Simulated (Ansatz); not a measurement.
Molecular dynamics of CsCdBO3

input.yaml

```yaml
accuracy: low
crystal:
  lattice:
    - [7.7182, 0.0, 0.0]
    - [0.0, 7.7182, 0.0]
    - [0.0, 0.0, 7.7182]
  atoms:
    - { symbol: Cs, position: [0.67357086, 0.1120309, 0.35754961] }
    - { symbol: Cs, position: [0.14932241, 0.34182114, 0.66855113] }
    - { symbol: Cs, position: [0.33313276, 0.63395422, 0.16104255] }
    - { symbol: Cs, position: [0.85709814, 0.87959545, 0.86078771] }
    - { symbol: Cd, position: [0.62804296, 0.35560238, 0.84231264] }
    - { symbol: Cd, position: [0.10462066, 0.132731, 0.15502819] }
    - { symbol: Cd, position: [0.85905038, 0.64506281, 0.35796107] }
    - { symbol: Cd, position: [0.36020382, 0.8414877, 0.64466814] }
    - { symbol: B, position: [0.62534248, 0.58733487, 0.6102105] }
    - { symbol: B, position: [0.38126799, 0.10315928, 0.90609583] }
    - { symbol: B, position: [0.10353634, 0.90800905, 0.41272665] }
    - { symbol: B, position: [0.88119429, 0.39332785, 0.11164253] }
    - { symbol: O, position: [0.50482895, 0.11973954, 0.76738204] }
    - { symbol: O, position: [0.22602364, 0.03163768, 0.38796491] }
    - { symbol: O, position: [0.61265051, 0.74366276, 0.49168059] }
    - { symbol: O, position: [-0.00233565, 0.42576882, 0.24756516] }
    - { symbol: O, position: [0.75054546, 0.48020469, 0.58459963] }
    - { symbol: O, position: [0.1126596, 0.77286302, 0.53045631] }
    - { symbol: O, position: [0.50120009, 0.59695908, 0.74630088] }
    - { symbol: O, position: [0.7546775, 0.50941186, 0.06292059] }
    - { symbol: O, position: [0.40216756, 0.23071144, 0.03297735] }
    - { symbol: O, position: [0.9703432, 0.91364395, 0.29935734] }
    - { symbol: O, position: [0.25677807, 0.97145949, 0.89454994] }
    - { symbol: O, position: [0.90223312, 0.23998834, 0.99852101] }
basis:
  ecutwfc: 500.0
kpoints:
  mp_grid: { grid: [2, 2, 2] }
hamiltonian:
  xc: r2scan
scf:
  occupations: { method: fermi_dirac, width: 0.05 }
  lower_state_search: "off"
md:
  timestep: 1
  n_steps: 130
  ensemble: nvt_nose_hoover
  temperature: 1170.0
  initial_velocities: maxwell_boltzmann
  seed: 667987
  nose_hoover: { tau: 200.0, chain_length: 3 }
```

Command:

```bash
$ ansatz run input.yaml --threads 4 --pin off --max-ram 10240MiB --backend cpu --events-out ev --progress --plain --runs-dir out
```

It goes on from the last frame of an earlier run, with new velocities.

Output, in part (step lines):

```
md step     0: t =     0.00 fs  T =  1170.0 K  F+E_penalty+E_count = -63281.52848220 eV  E_kin = 3.478387 eV  conserved = -63278.05009563 eV  (11 SCF iters)
md step     1: t =     1.00 fs  T =  1212.3 K  F+E_penalty+E_count = -63281.65613929 eV  E_kin = 3.604280 eV  conserved = -63278.05185896 eV  (9 SCF iters)
md step     2: t =     2.00 fs  T =  1234.6 K  F+E_penalty+E_count = -63281.72314757 eV  E_kin = 3.670571 eV  conserved = -63278.05256829 eV  (9 SCF iters)
md step     3: t =     3.00 fs  T =  1233.0 K  F+E_penalty+E_count = -63281.71797004 eV  E_kin = 3.665798 eV  conserved = -63278.05214731 eV  (9 SCF iters)
md step     4: t =     4.00 fs  T =  1209.5 K  F+E_penalty+E_count = -63281.64664007 eV  E_kin = 3.595741 eV  conserved = -63278.05084890 eV  (9 SCF iters)
md step     5: t =     5.00 fs  T =  1170.5 K  F+E_penalty+E_count = -63281.52902751 eV  E_kin = 3.479834 eV  conserved = -63278.04911168 eV  (5 SCF iters)
md step     6: t =     6.00 fs  T =  1125.0 K  F+E_penalty+E_count = -63281.39205860 eV  E_kin = 3.344508 eV  conserved = -63278.04743957 eV  (4 SCF iters)
md step     7: t =     7.00 fs  T =  1081.5 K  F+E_penalty+E_count = -63281.26183668 eV  E_kin = 3.215423 eV  conserved = -63278.04628023 eV  (4 SCF iters)
[... lines left out ...]
md step   130: t =   130.00 fs  T =   779.4 K  F+E_penalty+E_count = -63280.14625882 eV  E_kin = 2.317021 eV  conserved = -63278.04445274 eV  (9 SCF iters)
```

The steps, from the saved trajectory:

| time (fs) | T (K) | potential energy less start (eV) | conserved less start (meV/atom) |
| --- | --- | --- | --- |
| 0 | 1170 | 0.000 | 0.00 |
| 4 | 1209 | -0.118 | -0.03 |
| 8 | 1046 | 0.372 | 0.18 |
| 12 | 997 | 0.516 | 0.12 |
| 16 | 1046 | 0.371 | 0.13 |
| 20 | 1149 | 0.062 | -0.06 |
| 24 | 1080 | 0.274 | 0.14 |
| 28 | 1024 | 0.438 | 0.00 |
| 32 | 883 | 0.864 | 0.20 |
| 36 | 863 | 0.923 | 0.18 |
| 40 | 965 | 0.619 | 0.07 |
| 44 | 991 | 0.545 | 0.01 |
| 48 | 928 | 0.738 | 0.14 |
| 52 | 944 | 0.690 | -0.01 |
| 56 | 869 | 0.918 | 0.08 |
| 60 | 774 | 1.207 | 0.16 |
| 64 | 745 | 1.295 | 0.06 |
| 68 | 664 | 1.542 | 0.16 |
| 72 | 688 | 1.479 | 0.19 |
| 76 | 869 | 0.941 | 0.01 |
| 80 | 909 | 0.833 | 0.00 |
| 84 | 750 | 1.315 | 0.12 |
| 88 | 654 | 1.611 | 0.24 |
| 92 | 829 | 1.096 | 0.09 |
| 96 | 981 | 0.651 | -0.12 |
| 100 | 843 | 1.084 | 0.24 |
| 104 | 872 | 1.004 | 0.11 |
| 108 | 937 | 0.823 | 0.02 |
| 112 | 877 | 1.021 | 0.25 |
| 116 | 988 | 0.701 | 0.06 |
| 120 | 1036 | 0.576 | 0.01 |
| 124 | 897 | 1.007 | 0.08 |
| 128 | 760 | 1.433 | 0.23 |

The run went to its last step. The conserved energy stayed within 0.28 meV per atom of its start (net change 0.24 meV per atom), so the integration is sound. The mean temperature of the second half is 28 % below the set value. A run of 0.13 ps of so small a system gives no equilibrium averages. Limits of this set-up: low accuracy level.

Mean squared displacements from the first frame to the last, about the centre of mass: Cs 0.22 Å², Cd 0.17 Å², B 0.11 Å², O 0.18 Å².

Last frame:

```xyz
24
Lattice="7.7182 0.0000 0.0000 0.0000 7.7182 0.0000 0.0000 0.0000 7.7182" Properties=species:S:1:pos:R:3
Cs 5.256 1.018 2.758
Cs 0.785 2.891 5.232
Cs 2.515 4.842 1.268
Cs 6.396 7.087 5.940
Cd 5.018 2.596 6.620
Cd 1.417 1.084 1.569
Cd 6.652 4.761 2.670
Cd 2.673 6.474 5.200
B 4.513 4.380 4.476
B 3.093 0.841 7.053
B 0.820 6.675 3.275
B 6.894 2.721 0.855
O 3.750 0.826 5.896
O 1.884 -0.049 3.311
O 4.563 5.518 3.905
O 0.205 2.795 1.844
O 5.504 3.415 4.139
O 0.797 5.687 4.186
O 3.630 4.093 5.731
O 5.964 3.727 1.003
O 3.175 1.725 0.384
O 7.542 6.707 2.226
O 2.339 7.482 7.259
O 6.914 2.040 7.497
```

Time of the run: 23 min on 4 threads of AMD EPYC 7R13 Processor (Zen 3), with other jobs on the host, peak memory 2.7 GiB.
